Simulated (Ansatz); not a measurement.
# C₂H₁₀AlNO: up Jacob's ladder to CCSD(T)

Aim: compute C₂H₁₀AlNO with functionals from several rungs and with coupled cluster. The yardstick is the atomisation energy at the CCSD(T) limit.

The runs use Ansatz 0.2.0, Gaussian basis; functionals in def2-TZVPP, the program's frozen cores in correlated methods.

The runs, in order: LDA (SPW92), PBE-D4, revPBE-D4, BLYP-D4, r2SCAN-D4, B97M-V, PBE0-D4, B3LYP-D4, r2SCANh-D4, r2SCAN0-D4, HSE06-D4, BHLYP-D4, CAM-B3LYP-D4, LC-ωPBE, ωB97X-V, ωB97M-V, B2PLYP, PBE-QIDH; CCSD(T)/def2-SVP; CCSD(T)/def2-TZVPP; MP2/def2-QZVPP; extrapolation to the limit; RPA on PBE.

### Step 1. Structure used throughout

All runs share one geometry, relaxed beforehand with PBE0-D4 in a triple-zeta def2 set.

15 atoms, charge 0, spin multiplicity 1.

Atoms are counted from 1 here; the program's logs count them from 0.

Bond lengths: C1–Al2 1.972 Å, C1–H6 1.096 Å, C1–H7 1.096 Å, C1–H8 1.096 Å, Al2–C3 1.972 Å, Al2–N4 2.052 Å, Al2–O5 1.746 Å, C3–H9 1.096 Å, C3–H10 1.096 Å, C3–H11 1.096 Å, N4–H12 1.013 Å, N4–H13 1.017 Å, N4–H14 1.013 Å, O5–H15 0.954 Å. Angles: Al2–C1–H6 111.3°, Al2–C1–H7 112.7°, Al2–C1–H8 112.4°, H6–C1–H7 106.3°, H6–C1–H8 106.1°, H7–C1–H8 107.5°, C1–Al2–C3 118.1°, C1–Al2–N4 104.0°, C1–Al2–O5 117.3°, C3–Al2–N4 104.0°, C3–Al2–O5 117.3°, N4–Al2–O5 89.0°, Al2–C3–H9 112.7°, Al2–C3–H10 111.3°, Al2–C3–H11 112.4°, H9–C3–H10 106.3°, H9–C3–H11 107.5°, H10–C3–H11 106.1° and more.

### Step 2. LDA

This LDA is Slater exchange with PW92 correlation.

Input file in.yaml:

```yaml
crystal:
  periodic: [false, false, false]
  atoms:
    - {symbol: C, position_ang: [-1.846489, 0.629768, 0.031218]}
    - {symbol: Al, position_ang: [0.107451, 0.363364, 0.014805]}
    - {symbol: C, position_ang: [0.972065, -0.264129, 1.672488]}
    - {symbol: N, position_ang: [0.387155, -1.180349, -1.307796]}
    - {symbol: O, position_ang: [1.046235, 1.392391, -1.037173]}
    - {symbol: H, position_ang: [-2.125234, 1.498742, 0.637929]}
    - {symbol: H, position_ang: [-2.258203, 0.807439, -0.968729]}
    - {symbol: H, position_ang: [-2.381672, -0.225271, 0.460828]}
    - {symbol: H, position_ang: [2.019093, -0.550414, 1.521739]}
    - {symbol: H, position_ang: [0.973886, 0.516619, 2.441499]}
    - {symbol: H, position_ang: [0.455476, -1.124488, 2.114068]}
    - {symbol: H, position_ang: [0.903851, -1.967230, -0.932570]}
    - {symbol: H, position_ang: [0.952116, -0.730093, -2.024207]}
    - {symbol: H, position_ang: [-0.464017, -1.526885, -1.734934]}
    - {symbol: H, position_ang: [1.236388, 2.309836, -0.859566]}
basis:
  gaussian: {orbitals: def2-TZVPP}
hamiltonian: {xc: lda}
output: {orbitals: {seedname: orbitals}}
```

On the command line:

```sh
$ ansatz run in.yaml --threads 4 --pin off --events-out ev --progress --plain --max-ram 10444MiB
```

After this run come: PBE-D4 (GGA); revPBE-D4 (GGA); BLYP-D4 (GGA); r2SCAN-D4 (meta-GGA); B97M-V (meta-GGA); B3LYP-D4 (hybrid); r2SCANh-D4 (hybrid); r2SCAN0-D4 (hybrid); HSE06-D4 (hybrid); BHLYP-D4 (hybrid); CAM-B3LYP-D4 (range-separated); LC-ωPBE (range-separated); ωB97X-V (range-separated); ωB97M-V (range-separated); B2PLYP (double hybrid); PBE-QIDH (double hybrid); CCSD(T) in def2-SVP; CCSD(T) in def2-TZVPP; MP2 in def2-QZVPP; RPA on PBE orbitals.

Before running them: what should the planned runs give, taken together? Wanted: atomisation energy, CCSD(T)/CBS; farthest beyond LDA; mean size of error, GGA; mean size of error, meta-GGA; mean size of error, hybrid; mean size of error, range-separated; mean size of error, double hybrid; gap, smallest and largest; T1 diagnostic.

**Answer**, as computed:

| quantity | value |
| --- | --- |
| atomisation energy, CCSD(T)/CBS | 5451.3 kJ/mol |
| functionals within 27.3 kJ/mol (0.5 %) | r2SCAN-D4, B97M-V, B3LYP-D4, CAM-B3LYP-D4, ωB97X-V, ωB97M-V |
| farthest beyond LDA | BHLYP-D4 (-147.3 kJ/mol) |
| mean size of error, GGA | 51.3 kJ/mol |
| mean size of error, meta-GGA | 14.0 kJ/mol |
| mean size of error, hybrid | 62.0 kJ/mol |
| mean size of error, range-separated | 18.5 kJ/mol |
| mean size of error, double hybrid | 71.7 kJ/mol |
| gap, smallest and largest | 4.43 eV (BLYP-D4), 11.55 eV (LC-ωPBE) |
| T1 diagnostic | 0.0097 |
| triples share of the correlation energy | 3.4 % |

What this shows: The LDA atomisation energy is off by 665.4 kJ/mol (12 %): it overbinds. PBE-D4 misses by +31.5 kJ/mol. Double hybrids carry the basis error of their MP2 part in triple zeta, and no dispersion term here, so their miss is partly the set-up's. The rungs meta-GGA, range-separated miss on average by less than the doubt on the reference (27.3 kJ/mol), so they tie. Misses under about 27.3 kJ/mol are within the doubt on the reference itself, which lacks core-valence correlation, relativity and higher excitations. Hartree-Fock recovers 73 % of the binding; the rest is correlation. CCSD(T) in def2-SVP is off by -309.8 kJ/mol, more than most functionals: a good method in a small basis is no reference. The gap grows from 4.4 to 11.5 eV across the functionals, mostly with the share of exact exchange.
